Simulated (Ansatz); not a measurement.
C2H5FSb, SMILES [CH2][Sb]([CH3])[F], a geometry optimisation

Computed with Ansatz 0.2.0, Python API.

Run as a notebook:

```python
import itertools

import ansatz as az
from ase.data import atomic_numbers, covalent_radii
import numpy as np
```

```python
molecule = (
    az.Crystal.molecule()
    .atom("C", (-0.7804, 1.3645, -0.5309))
    .atom("Sb", (0.697, -0.0364, -1.05))
    .atom("C", (0.557, -0.9326, 0.9009))
    .atom("F", (-0.5761, -1.2967, -1.7874))
    .atom("H", (-1.1878, 1.8978, -1.4848))
    .atom("H", (-0.4057, 2.1861, 0.1433))
    .atom("H", (-0.4452, -1.1026, 1.1916))
    .atom("H", (1.1674, -1.8866, 0.9))
    .atom("H", (1.0622, -0.2399, 1.7002))
)

setup = molecule.calculation().basis(gaussian="def2-SVP").functional("hf").spin("collinear", total=1)
symbols = [site.symbol for site in molecule.cartesian_sites]
start = np.array([site.position_ang for site in molecule.cartesian_sites], dtype=float)
def progress(event):
    if event["event"] == "relax_step":
        row = event["data"]
        print(f"step {row['step']:3d}  E = {row['lagrangian_ev']:.6f} eV  max force {row['allowed_force_max_ev_ang']:.4f} eV/A")


summary = setup.relax(force_tolerance=0.01).session().plan().execute(on_event=progress).report
end = np.array(summary["positions_ang"])

for key in ("converged", "free_energy_ev", "reference_energy_ev", "n_frozen", "n_occupied", "n_virtual"):
    print(f"{key:22s} {summary[key]}")

# pairs closer than 1.2 times the sum of covalent radii, before or after
radius = [covalent_radii[atomic_numbers[s]] for s in symbols]
span = lambda where, i, j: np.linalg.norm(where[i] - where[j])
bonded = [(i, j) for i, j in itertools.combinations(range(len(symbols)), 2) if min(span(start, i, j), span(end, i, j)) < 1.2 * (radius[i] + radius[j])]
print("pair        before    after (A)")
for i, j in bonded:
    print(f"{symbols[i]}{i}-{symbols[j]}{j}".ljust(10), f"{span(start, i, j):8.4f} {span(end, i, j):8.4f}")
with open("c2h5fsb_opt.xyz", "w") as handle:
    handle.write(f"{len(symbols)}\nrelaxed C2H5FSb\n")
    handle.writelines(f"{s:2s} {x:11.6f} {y:11.6f} {z:11.6f}\n" for s, (x, y, z) in zip(symbols, end))
```

    step   1  E = -11350.912612 eV  max force 3.7004 eV/A
    step   2  E = -11351.387506 eV  max force 1.6095 eV/A
    step   3  E = -11351.469371 eV  max force 1.1265 eV/A
    step   4  E = -11351.502964 eV  max force 0.6077 eV/A
    step   5  E = -11351.512910 eV  max force 0.2399 eV/A
    step   6  E = -11351.512039 eV  max force 0.1725 eV/A
    step   7  E = -11351.515106 eV  max force 0.0591 eV/A
    step   8  E = -11351.517570 eV  max force 0.0509 eV/A
    step   9  E = -11351.518192 eV  max force 0.1275 eV/A
    step  10  E = -11351.519802 eV  max force 0.1262 eV/A
    step  11  E = -11351.516608 eV  max force 0.6717 eV/A
    step  12  E = -11351.523693 eV  max force 0.0400 eV/A
    step  13  E = -11351.525497 eV  max force 0.2222 eV/A
    step  14  E = -11351.515873 eV  max force 0.5958 eV/A
    step  15  E = -11351.529581 eV  max force 0.1103 eV/A
    step  16  E = -11351.532506 eV  max force 0.1120 eV/A
    step  17  E = -11351.534644 eV  max force 0.2827 eV/A
    step  18  E = -11351.536557 eV  max force 0.3009 eV/A
    step  19  E = -11351.543461 eV  max force 0.0716 eV/A
    step  20  E = -11351.544954 eV  max force 0.0559 eV/A
    step  21  E = -11351.545959 eV  max force 0.0159 eV/A
    step  22  E = -11351.545335 eV  max force 0.1925 eV/A
    step  23  E = -11351.546212 eV  max force 0.0461 eV/A
    step  24  E = -11351.546629 eV  max force 0.0625 eV/A
    step  25  E = -11351.546829 eV  max force 0.0437 eV/A
    step  26  E = -11351.547071 eV  max force 0.0219 eV/A
    step  27  E = -11351.547187 eV  max force 0.0465 eV/A
    step  28  E = -11351.547255 eV  max force 0.0198 eV/A
    step  29  E = -11351.547294 eV  max force 0.0048 eV/A
    step  30  E = -11351.547309 eV  max force 0.0037 eV/A
    converged              True
    free_energy_ev         -11351.547309042793
    reference_energy_ev    -11351.547309042793
    n_frozen               0
    n_occupied             [25, 24]
    n_virtual              [68, 69]
    pair        before    after (A)
    C0-Sb1       2.1011   2.1275
    C0-H4        1.1663   1.0853
    C0-H5        1.1269   1.0864
    Sb1-C2       2.1515   2.1545
    Sb1-F3       1.9372   1.9331
    C2-H6        1.0573   1.0897
    C2-H7        1.1326   1.0897
    C2-H8        1.1722   1.0912

`c2h5fsb_opt.xyz`, as written:
```text
9
relaxed C2H5FSb
C    -0.596432    1.505885   -0.721967
Sb    0.607663   -0.199735   -1.130857
C     0.703033   -0.884773    0.909570
F    -0.875352   -1.364474   -1.556274
H    -0.473394    2.437951   -1.264271
H    -1.427671    1.465180   -0.023620
H    -0.309833   -0.972349    1.301874
H     1.190795   -1.858294    0.953081
H     1.269591   -0.175792    1.515363
```

Total energies depend on the basis set; only differences at equal settings carry meaning. The end point is the stationary point reached from this start; no frequency run checks that it is a minimum, and the basis set is modest. def2 sets replace the cores of elements past krypton by effective core potentials. The species is open-shell (spin multiplicity 2). Wall time of the script: 61 s on 1 thread of AMD EPYC 9R45 96-Core Processor (Zen 5), with other jobs on the host, peak memory 0.32 GiB.

(Lines on the test bed's own set-up are left out of the output.)
